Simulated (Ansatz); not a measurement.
# Cr (bcc type): how the settings move a single-point run

How sensitive is a single-point run of Cr (bcc type) to its settings? A reference run comes first, then one run with altered input.

Computed with Ansatz 0.2.0 (reference: DFT, PBEsol, PAW with Ansatz's default frozen-core files, scalar-relativistic, unless a step's input says otherwise).

1 further run of the same task is left out (set aside as unsound or not needed).

## Step 1: The system as given

Symmetry: Im-3m, No. 229, cubic system. Conventional cell: a = 2.815 Å, b = 2.815 Å, c = 2.815 Å, α = 90.00°, β = 90.00°, γ = 90.00°. Around Cr (site symmetry m-3m) lie 8 Cr at 2.44 Å.

Structure file:

```xyz
2
Lattice="-1.4074 1.4074 1.4074 1.4074 -1.4074 1.4074 2.8148 2.8148 0.0000" Properties=species:S:1:pos:R:3 pbc="T T T"
Cr    0.0000    0.0000    0.0000
Cr    1.4074    1.4074    1.4074
```

## Step 2: Reference

Contents of input.yaml:

```yaml
crystal:
  lattice:
    - [-1.4073844878, 1.4073844878, 1.4073844878]
    - [1.4073844878, -1.4073844878, 1.4073844878]
    - [2.8147689755, 2.8147689755, 0.0]
  atoms:
    - { symbol: Cr, position: [0.0, 0.0, 0.0], spin: 2.0 }
    - { symbol: Cr, position: [0.5, 0.5, 0.5], spin: 2.0 }
magnetization:
  spin_polarized: true
kpoints:
  mp_grid: { grid: [18, 18, 10] }
scf:
  occupations: { method: fermi_dirac, width: 0.08 }
hamiltonian:
  xc: pbesol
  pseudopotentials: { kind: paw }
output:
  forces: true
  stress: true
  eigenvalues: true
```

Run with:

```sh
$ ansatz run input.yaml --threads 3 --pin off --max-ram 9216MiB --backend cpu --events-out ev --progress --plain --runs-dir out
```

## Step 3: Variant: ecutwfc 51.4 Ry

input.yaml, as its differences from that of step 2:

```diff
@@ -21 +21,3 @@
   eigenvalues: true
+basis:
+  ecutwfc: "51.4 Ry"
```

What does the calculation give? Wanted: for each run, ending; energy change; pressure; gap; force.

As calculated:

| run | ending | energy change | pressure (GPa) | gap (eV) | force (eV/Å) | cycles | time |
| --- | --- | --- | --- | --- | --- | --- | --- |
| reference | converged | 0 | 0.0 | 0.00 | 0.00 | 10 | 17 s |
| 1: ecutwfc 51.4 Ry | converged | -2.5 meV/atom | 0.0 | 0.00 | 0.00 | 10 | 27 s |

Residual by cycle in the longest SCF loop of each run; runs are numbered as in the table. The quantity is the density residual dr2, in eV.

| cycle | reference | run 1 |
| --- | --- | --- |
| 1 | 11.6 | 11.5 |
| 2 | 3.73 | 3.74 |
| 3 | 0.0799 | 0.0775 |
| 4 | 0.00951 | 0.00997 |
| 5 | 5.2e-5 | 5.2e-4 |
| 6 | 2.2e-6 | 1.8e-7 |
| 7 | 4.5e-8 | 1.4e-8 |
| 8 | 4.5e-9 | 1.9e-9 |
| 9 | 8.8e-12 | 1.3e-11 |
| 10 | 2.0e-12 | 1.7e-12 |

**Reading.** Changing the cutoff moves the energy by -2.5 meV/atom. Cost: 27 s against 17 s.
